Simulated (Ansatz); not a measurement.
# BW5: the cost of one run

Method: DFT PBE, scalar-relativistic, plane waves, PAW, in Ansatz 0.2.0.

**1. The starting structure**

It takes space group P6/mmm (No. 191, hexagonal). The conventional cell has a = 4.365 Å, b = 4.365 Å, c = 5.925 Å, α = 90.00°, β = 90.00°, γ = 120.00°. Around B (site symmetry 6/mmm) lie 14 W at 2.96 to 3.07 Å. W (site symmetry 3m) has 7 W at 2.42 to 2.80 Å and 3 B at 3.07 Å as nearest neighbours. W (site symmetry 6/mmm) has 12 W at 2.80 Å and 2 B at 2.96 Å as nearest neighbours.

Structure file:

```xyz
6
Lattice="4.3650 0.0000 0.0000 -2.1825 3.7802 0.0000 0.0000 0.0000 5.9253" Properties=species:S:1:pos:R:3 pbc="T T T"
B     0.0000    0.0000    2.9627
W     2.1825    1.2601    4.7165
W     0.0000    0.0000    0.0000
W     2.1825    1.2601    1.2088
W     0.0000    2.5202    1.2088
W     0.0000    2.5202    4.7165
```

Recipe of the guess: species swapped into a database cell of BaSn5 (P6/mmm, No. 191), with B on the Ba sites and W on the Sn sites. Its size is a rough estimate.

**2. A first look at the guess**

input.yaml reads:

```yaml
crystal:
  lattice:
    - [4.36504893, 0.0, 0.0]
    - [-2.18252446, 3.78024326, 0.0]
    - [0.0, 0.0, 5.92533904]
  atoms:
    - { symbol: B, position: [0.0, 0.0, 0.5] }
    - { symbol: W, position: [0.66666667, 0.33333333, 0.79599494] }
    - { symbol: W, position: [0.0, 0.0, 0.0] }
    - { symbol: W, position: [0.66666667, 0.33333333, 0.20400506] }
    - { symbol: W, position: [0.33333333, 0.66666667, 0.20400506] }
    - { symbol: W, position: [0.33333333, 0.66666667, 0.79599494] }
basis:
  ecutwfc: 420
kpoints:
  mp_grid: { grid: [6, 6, 4] }
hamiltonian:
  xc: pbe
scf:
  occupations: { method: gaussian, width: 0.1 }
  lower_state_search: "off"
output:
  forces: true
  stress: true
  eigenvalues: true
```

Command:

```console
> ansatz run input.yaml --threads 1 --pin off --max-ram 2560MiB --backend cpu --events-out ev --progress --plain --runs-dir out
```

Q: Estimate wall time and peak memory on 1 thread of AMD EPYC 7R43 (Zen 3), shared host.

About 4.2 s, with a peak of 0.4 GiB.
